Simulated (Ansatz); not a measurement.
# C4H2F4: the cost of one run

Computed with Ansatz 0.2.0, Gaussian basis. Level: the settings change from run to run.

## 1. The molecule

The geometry comes from an earlier relaxation with PBE0-D4 in a triple-zeta def2 set; it is a stationary point, not always the lowest conformer.

SMILES `FC1=C(F)C(F)(F)C1`, 10 atoms, charge 0, spin multiplicity 1.

Atoms are counted from 1 here; the program's logs count them from 0.

Bond lengths: F1–C2 1.308 Å, C2–C3 1.330 Å, C2–C8 1.502 Å, C3–F4 1.310 Å, C3–C5 1.495 Å, C5–F6 1.350 Å, C5–F7 1.350 Å, C5–C8 1.551 Å, C8–H9 1.091 Å, C8–H10 1.091 Å. Angles: F1–C2–C3 134.5°, F1–C2–C8 129.3°, C3–C2–C8 96.2°, C2–C3–F4 136.2°, C2–C3–C5 92.3°, F4–C3–C5 131.5°, C3–C5–F6 116.3°, C3–C5–F7 116.2°, C3–C5–C8 87.7°, F6–C5–F7 106.5°, F6–C5–C8 114.9°, F7–C5–C8 114.9°, C2–C8–C5 83.8°, C2–C8–H9 116.0°, C2–C8–H10 116.0°, C5–C8–H9 113.6°, C5–C8–H10 113.6°, H9–C8–H10 111.2°.

## 2. r2SCANh/ANO-RCC-VTZP

Set apart from the defaults: atoms shaken by 0.08 Å, a point charge of 1.00 e beside it, D3(BJ) dispersion, relativity set to scalar.

Contents of in.yaml:

```yaml
crystal:
  periodic: [false, false, false]
  atoms:
    - {symbol: F, position_ang: [0.701898, -2.384062, 0.643717]}
    - {symbol: C, position_ang: [0.291719, -1.035713, 0.334598]}
    - {symbol: C, position_ang: [-0.487585, -0.564487, -0.957531]}
    - {symbol: F, position_ang: [-1.119972, -1.005661, -1.803529]}
    - {symbol: C, position_ang: [-0.240107, 0.775568, -0.400841]}
    - {symbol: F, position_ang: [-1.350437, 1.527696, -0.062667]}
    - {symbol: F, position_ang: [0.468919, 1.564335, -1.350821]}
    - {symbol: C, position_ang: [0.569928, 0.208403, 0.854282]}
    - {symbol: H, position_ang: [0.081614, 0.424532, 1.648774]}
    - {symbol: H, position_ang: [1.557203, 0.502010, 0.753731]}
basis:
  gaussian: {orbitals: ANO-RCC-VTZP, point_charges: [{charge: 1.00, position_ang: [5.258, 0.012, -0.467]}]}
hamiltonian: {xc: {name: r2SCANh}, dispersion: d3bj, pseudopotentials: {relativity: scalar}}
output: {forces: true}
```

Launch:

```sh
$ ansatz run in.yaml --threads 4 --pin off --events-out ev --progress --plain --max-ram 11315MiB
```

**Question.** How long does this run take on 4 threads of Arm Neoverse V1, shared host, and how much memory does it need?

About 22 s, with a peak of 1.3 GiB.
